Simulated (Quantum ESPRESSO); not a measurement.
Write the native input for Quantum ESPRESSO 7.5 that does the following.

- Task: single point
- Functional: PBE
- Potentials or basis: PseudoDojo 0.4.1 SR PBE standard
- Cutoff: 1143 eV
- Density cutoff: 4572 eV
- k mesh: 1 × 1 × 1
- Occupations: fermi-dirac, width 0.05 eV
- Spin: no spin polarisation
- Boundary across the vacuum: none
- Mixing beta: 0.5
- Most SCF iterations: 120
- SCF threshold: 1.6e-09 Ry

The system is BNH6, in a box.

```xyz
8
Lattice="12.0000 0.0000 0.0000 0.0000 12.0000 0.0000 0.0000 0.0000 12.0000" Properties=species:S:1:pos:R:3 pbc="T T T"
B     5.9016    6.1716    5.2853
N     6.3054    5.6829    6.7463
H     6.0266    5.2621    4.5601
H     4.7463    6.6090    5.3964
H     6.6900    7.0724    5.0282
H     6.2774    6.4710    7.4293
H     7.2973    5.3672    6.8834
H     5.6900    4.8951    7.1541
```

The cell isn't the ideal one: atoms moved at random, drawn with an rms of 0.05 Å.

The input as run:

pw.in

```
&CONTROL
  calculation = 'scf'
  prefix = 'pwscf'
  outdir = './tmp'
  pseudo_dir = './pseudo'
  tprnfor = .true.
  disk_io = 'nowf'
/
&SYSTEM
  ibrav = 0
  nat = 8
  ntyp = 3
  ecutwfc = 84
  nbnd = 13
  occupations = 'smearing'
  smearing = 'fd'
  degauss = 0.00367493
/
&ELECTRONS
  conv_thr = 1.6d-09
  electron_maxstep = 120
  mixing_beta = 0.5
/
ATOMIC_SPECIES
B     10.8100 B.upf
N     14.0070 N.upf
H      1.0080 H.upf
CELL_PARAMETERS angstrom
  12.0000000000    0.0000000000    0.0000000000
   0.0000000000   12.0000000000    0.0000000000
   0.0000000000    0.0000000000   12.0000000000
ATOMIC_POSITIONS crystal
B      0.4918000000    0.5142990000    0.4404450000
N      0.5254470000    0.4735780000    0.5621930000
H      0.5022170000    0.4385070000    0.3800080000
H      0.3955240000    0.5507490000    0.4496970000
H      0.5574990000    0.5893650000    0.4190160000
H      0.5231160000    0.5392470000    0.6191060000
H      0.6081080000    0.4472640000    0.5736200000
H      0.4741660000    0.4079270000    0.5961710000
K_POINTS gamma
```

Potentials or basis: PseudoDojo 0.4.1 SR PBE standard.

Run with:

```bash
$ OMP_NUM_THREADS=1 pw.x -in pw.in > pw.out
```

Results of the run:

| Item | Value |
| --- | --- |
| Largest force | 2.690 eV/Å |
| Gap between the frontier levels | 4.73 eV |

Caveat: this is a molecule in a periodic box, so the gap is that between its Kohn-Sham HOMO and LUMO and the box isn't a crystal.

Run time: 44 s on 1 thread of Intel(R) Xeon(R) CPU @ 2.60GHz (Ice Lake), with other jobs on the host, peak memory 0.84 GiB.
